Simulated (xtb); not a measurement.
# Si2Cl4O2 (cyclo-(Cl2SiO)2): GFN2-xTB (hydrogen mass 1 u, md dump 20 fs, md temperature 500 K, md time 0.2 ps)

We compute molecular dynamics of Si2Cl4O2 (cyclo-(Cl2SiO)2). 

Program for the calculation: xtb 6.7.1.

3 further runs of the same task are left out: 3 set aside as unsound or not needed.

## 1. The system as given

Si2Cl4O2 has 8 atoms, charge 0, and is taken as a singlet. Geometry: optimised at GFN2-xTB. The run starts from this shape.

Bond lengths: Si1–Cl2 1.964 Å, Si1–Cl3 1.964 Å, Si1–O4 1.668 Å, O4–Si5 1.668 Å, Si5–Cl6 1.964 Å, Si5–Cl7 1.964 Å, Si1–O8 1.668 Å, Si5–O8 1.668 Å. Some angles: Cl2–Si1–Cl3 118.3°, Cl2–Si1–O4 111.7°, Cl2–Si1–O8 111.7°, Cl3–Si1–O4 111.7°, Cl3–Si1–O8 111.7°, O4–Si1–O8 87.6°, Si1–O4–Si5 92.4°, O4–Si5–Cl6 111.7°, O4–Si5–Cl7 111.7°, O4–Si5–O8 87.6°.

## 2. Molecular dynamics at GFN2-xTB (hydrogen mass 1 u, md dump 20 fs, md temperature 500 K, md time 0.2 ps)

File input.inp:

```
$md
   temp=500
   time=0.2
   step=1
   dump=20
   hmass=1
   shake=0
   nvt=false
$end
```

File geom.xyz:

```xyz
8
Cl4O2Si2
Si    -0.52302    -0.77576    -0.75765
Cl    -2.05594    -1.86297    -0.18720
Cl     0.13506    -0.98710    -2.59602
O     -0.72061     0.83065    -0.35325
Si     0.52298     0.77574     0.75767
Cl    -0.13481     0.98720     2.59612
Cl     2.05583     1.86293     0.18695
O      0.72052    -0.83071     0.35337
```

Run with:

```bash
xtb geom.xyz --md -u 0 --gfn2 --input input.inp --parallel 1 > geom.out
```

What values should one expect? Wanted: potential energy of the last frame.

Computed results:

At GFN2-xTB (hydrogen mass 1 u, md dump 20 fs, md temperature 500 K, md time 0.2 ps):

```
                          quantity         value
potential energy of the last frame  -30.09503 Eh
```
